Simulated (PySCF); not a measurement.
# RuNF2: quartet, from a trigonal pyramidal start

The task is one start of a wider search on RuNF2: the quartet, from a trigonal pyramidal start. It is relaxed, tested by its Hessian and followed downhill if it is a saddle.

Computed with PySCF 2.14.0. Level: PBE0, basis Ru def2-TZVP with ECP28, N def2-TZVP, F def2-TZVP, scalar-relativistic core potentials, no spin–orbit coupling, density fitting.

### Step 1. Where the work starts

4 atoms, charge 0, spin multiplicity 4.

Bond lengths: Ru1–N2 1.740 Å, Ru1–F3 1.890 Å, Ru1–F4 1.890 Å. Angles: N2–Ru1–F3 99.8°, N2–Ru1–F4 99.8°, F3–Ru1–F4 99.8°.

Z-matrix (Å, degrees; charge 0 multiplicity 4):
```
Ru
N  1 1.7400
F  1 1.8900 2 99.75
F  1 1.8900 2 99.75 3 -101.77
```

### Step 2. Finding the electronic state

One driver script runs all steps and calls PySCF; scf.py shows how it sets up the SCF of each step. The optimiser is the driver's own. After this first run the driver tries any further starts and a stability analysis.

scf.py

```python
from pyscf import gto, scf, dft
mol = gto.M(atom='''
Ru     0.000000    -0.300770    -0.000000
N      1.678490     0.157870     0.000020
F     -0.618600     0.748460    -1.445220
F     -0.618570     0.748450     1.445210''',
    basis={'Ru': 'def2-TZVP', 'N': 'def2-TZVP', 'F': 'def2-TZVP'},
    ecp={'Ru': 'def2-TZVP'},
    charge=0, spin=3)
mf = dft.UKS(mol, xc='PBE0')
mf.grids.atom_grid = (50, 194)
aux = {'Ru': 'def2-universal-JKFIT', 'N': 'def2-universal-JKFIT', 'F': 'def2-universal-JKFIT'}
mf = mf.density_fit(auxbasis=aux)
mf.conv_tol = 1e-08
mf.diis_space = 10
mf.max_cycle = 60
mf.init_guess = 'minao'
mf.verbose = 4
mf.kernel()
```

On the command line:

```bash
$ OMP_NUM_THREADS=4 python axn.py task.json out
```

Further steps of the session: Trigonal pyramidal start, quartet: relaxation; Hessian and properties.

**Question.** What will these runs give? Wanted: minimum; geometry; wavenumbers; dipole moment; highest occupied, lowest empty level; polar-tensor charge of Ru1; zero-point energy; atomisation energy; ⟨S²⟩.

As calculated:

```
                                          quantity                                                               value
                                           minimum                                                        quartet, C2v
                                          geometry  Ru–F 1.857 Å (×2), Ru–N 1.637 Å; F–Ru–F 142.2°, F–Ru–N 108.9° (×2)
                                wavenumbers (cm⁻¹)         131 (b1), 180 (a1), 296 (b2), 630 (a1), 694 (b2), 1058 (a1)
                                     dipole moment                                                              0.63 D
highest occupied, lowest empty level (either spin)                                                     -7.28, -4.91 eV
                        polar-tensor charge of Ru1                                                             +1.52 e
                                 zero-point energy                                                         17.9 kJ/mol
                               entropy at 298.15 K                                                     314.8 J/(mol K)
         atomisation energy (no zero-point energy)                                                         1194 kJ/mol
                                              ⟨S²⟩                                                               3.772
```

**Reading.** From Cs at the start the molecule goes to a C2v minimum. The strongest infrared band lies at 694 cm⁻¹ (b2, stretch). Most of the spin sits on Ru1 (Mulliken spin 2.27, against 3 for the whole molecule). Only this shape and spin were tried, so other structures or states may lie lower. One determinant may miss the lowest occupation of an open d or f shell.
